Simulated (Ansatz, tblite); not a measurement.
**V(NH2)3 (VN₃H₆): a ladder of methods and basis sets**

An exercise on one series of results from a longer session: the logs are not shown, and one member is left open.

Computed with Ansatz 0.2.0, Gaussian basis. Level: as each input shows.

The runs, in order: GFN1-xTB, GFN2-xTB, PBE-D4/def2-TZVP, r2SCAN-D4/def2-TZVP, ωB97M-V/def2-TZVP, LC-ωPBE/def2-TZVP, B3LYP-D4/def2-TZVP, revPBE-D4/def2-TZVP, LDA/def2-TZVP, PBE-D4/def2-SVP, PBE0-D4/def2-SVP, PBE0-D4/def2-TZVPD, PBE-D4/def2-TZVPD, r2SCAN-D4/def2-TZVPD, CCSD(T)/def2-TZVP, RPA/def2-TZVP.

## The structure

The geometry is that of the triplet, from an earlier relaxation (PBE-D4/def2-SVP).

10 atoms, charge 0, spin multiplicity 3.

Bond lengths: V1–N2 1.852 Å, V1–N5 1.860 Å, V1–N8 1.860 Å, N2–H3 1.028 Å, N2–H4 1.030 Å, N5–H6 1.028 Å, N5–H7 1.027 Å, N8–H9 1.028 Å, N8–H10 1.027 Å. Angles: N2–V1–N5 114.6°, N2–V1–N8 114.4°, N5–V1–N8 123.6°, V1–N2–H3 128.5°, V1–N2–H4 122.6°, H3–N2–H4 108.9°, V1–N5–H6 122.6°, V1–N5–H7 127.0°, H6–N5–H7 108.3°, V1–N8–H9 122.7°, V1–N8–H10 127.0°, H9–N8–H10 108.4°.

Formally the metal is d2. No spin-orbit coupling is included.

PBE0-D4/def2-TZVP was run before; its log isn't repeated, and its numbers join the tables.

Set-up of the first run:

Tight binding, by tblite at 300 K electronic temperature and without a spin-polarisation term:

```python
tblite.interface.Calculator('GFN1-xTB', numbers, positions, charge=0, uhf=2).singlepoint()
```

Tight binding, by tblite at 300 K electronic temperature and without a spin-polarisation term:

```python
tblite.interface.Calculator('GFN2-xTB', numbers, positions, charge=0, uhf=2).singlepoint()
```

start.molden holds the orbitals of an earlier run on this state, given as this run's starting guess.

The input, in.yaml:

```yaml
crystal:
  periodic: [false, false, false]
  atoms:
    - {symbol: V, position_ang: [-0.115841, 0.000884, 0.352881]}
    - {symbol: N, position_ang: [1.725875, -0.008711, 0.160514]}
    - {symbol: H, position_ang: [2.278112, -0.009378, -0.706288]}
    - {symbol: H, position_ang: [2.368409, -0.006058, 0.965066]}
    - {symbol: N, position_ang: [-0.920652, 1.642172, 0.009987]}
    - {symbol: H, position_ang: [-0.449759, 2.538360, 0.187011]}
    - {symbol: H, position_ang: [-1.735000, 1.817990, -0.589813]}
    - {symbol: N, position_ang: [-0.931664, -1.635331, 0.012667]}
    - {symbol: H, position_ang: [-0.465567, -2.534706, 0.185967]}
    - {symbol: H, position_ang: [-1.753913, -1.805222, -0.577993]}
basis:
  gaussian: {orbitals: def2-TZVP, initial_orbitals: start.molden}
magnetization: {spin_polarized: true, initial_magnetization: 2}
hamiltonian: {xc: pbe, dispersion: d4}
scf: {omitted_lower_state_checks: [starts]}
output: {orbitals: {seedname: orbitals}}
```

On the command line:

```sh
> ansatz run in.yaml --threads 4 --pin off --events-out ev --progress --plain --max-ram 8704MiB
```

Steps of the session up to this table: PBE-D4/def2-TZVP; r2SCAN-D4/def2-TZVP; ωB97M-V/def2-TZVP; LC-ωPBE/def2-TZVP; B3LYP-D4/def2-TZVP; revPBE-D4/def2-TZVP; LDA/def2-TZVP; PBE-D4/def2-SVP; PBE0-D4/def2-SVP; PBE0-D4/def2-TZVPD; PBE-D4/def2-TZVPD; r2SCAN-D4/def2-TZVPD; CCSD(T)/def2-TZVP; RPA/def2-TZVP.

One of the session's tables, all rows but one given; the rest of the session is left out.

It belongs to the step «Binding energy». 

```
            method  binding an atom (eV)
      HF/def2-TZVP                 2.065
B3LYP-D4/def2-TZVP                 3.521
  PBE0-D4/def2-SVP                 3.458
 ωB97M-V/def2-TZVP                 3.460
     MP2/def2-TZVP                 3.301
    CCSD/def2-TZVP                 3.202
 CCSD(T)/def2-TZVP                     ?
```

Q: Estimate the row for CCSD(T)/def2-TZVP from the others.

As computed: binding an atom (eV): 3.293. In the column «binding an atom (eV)» it lies between CCSD/def2-TZVP (3.202) and MP2/def2-TZVP (3.301).

Caveats from the session: Free atoms were run apart at each level; binding is atoms less cluster, divided by the number of atoms, without zero-point or spin-orbit terms. Over the named functionals in def2-TZVP spin contamination reaches 0.03 (r2SCAN-D4), which is small.
